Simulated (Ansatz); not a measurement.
Relaxation of a periodic cell of 17 atoms, Y16C (host Y, host structure hcp, interstitial C), to a largest force component of 0.03 eV/Å in at most 60 steps.

Level of theory: DFT PBE, scalar-relativistic, plane waves, PAW in Ansatz 0.2.0. Settings: cutoff 420 eV, k mesh 3x3x2, gaussian smearing 0.1 eV, no spin polarisation.

```xyz
17
Lattice="-3.6500 -6.3220 0.0000 5.4750 -3.1610 0.0000 0.0000 0.0000 11.4683" Properties=species:S:1:pos:R:3:forces:R:3
Y 0.000 -6.322 0.000 -0.07 0.03 -0.32
Y 0.000 -4.215 2.867 -0.86 -0.58 0.38
Y 0.000 -6.322 5.734 0.02 -0.03 0.12
Y 0.000 -4.215 8.601 -0.08 -0.03 -0.02
Y -1.825 -3.161 0.000 -0.16 -0.29 -0.27
Y 3.650 -4.215 2.867 0.33 -0.16 0.43
Y -1.825 -3.161 5.734 -0.06 -0.03 0.15
Y 3.650 -4.215 8.601 0.12 -0.07 -0.03
Y 1.825 -3.161 0.000 0.04 0.00 -1.07
Y 1.825 -1.054 2.867 0.10 0.44 0.14
Y 1.825 -3.161 5.734 0.01 0.00 -0.17
Y 1.825 -1.054 8.601 -0.01 0.08 -0.03
Y 0.000 0.000 0.000 0.16 0.31 -0.25
Y 1.825 -7.376 2.867 0.19 -0.12 0.18
Y 0.000 0.000 5.734 0.01 0.07 0.13
Y 1.825 -7.376 8.601 0.01 0.00 0.02
C 1.801 -3.200 2.168 0.26 0.39 0.60
```

Where does it end, and by what steps?

The forces met the threshold. The force dipped under the threshold on the way, but the program's further checks kept it going. Limits of this set-up: coarse k mesh, a small cell, in which the defect meets its images, a typed lattice constant that wasn't relaxed here. After 8 steps the energy has fallen by 0.312 eV; C17 moved furthest, 0.65 Å. Joined: Y11–C17 (3.57 → 2.56 Å).

```csv
step,energy less start (eV),largest force component (eV/Å),accepted
0,0.0000,1.072,yes
1,-0.1665,0.527,yes
2,-0.2144,0.258,yes
3,-0.2399,0.188,yes
4,-0.2621,0.090,yes
5,-0.2950,0.104,yes
6,-0.3057,0.104,yes
7,-0.3123,0.019,yes
8,-0.3123,0.018,yes
```

```xyz
17
Lattice="-3.6500 -6.3220 0.0000 5.4750 -3.1610 0.0000 0.0000 0.0000 11.4683" Properties=species:S:1:pos:R:3
Y -0.009 -6.320 -0.158
Y -0.119 -4.317 2.826
Y -0.003 -6.324 5.810
Y 0.021 -4.186 8.561
Y -1.850 -3.192 -0.112
Y 3.805 -4.305 2.831
Y -1.844 -3.193 5.767
Y 3.606 -4.193 8.559
Y 1.820 -3.161 0.281
Y 1.852 -0.905 2.827
Y 1.821 -3.163 5.368
Y 1.807 -1.092 8.560
Y 0.012 0.032 -0.112
Y 1.774 -7.347 2.830
Y 0.015 0.028 5.766
Y 1.859 -7.399 8.561
C 1.832 -3.169 2.811
```

Whether the end is a true minimum wasn't checked by a vibrational analysis.

Time of the run: 62 s on 4 threads of Intel(R) Xeon(R) Platinum 8488C (Sapphire Rapids), on a shared host, peak memory 1.6 GiB.
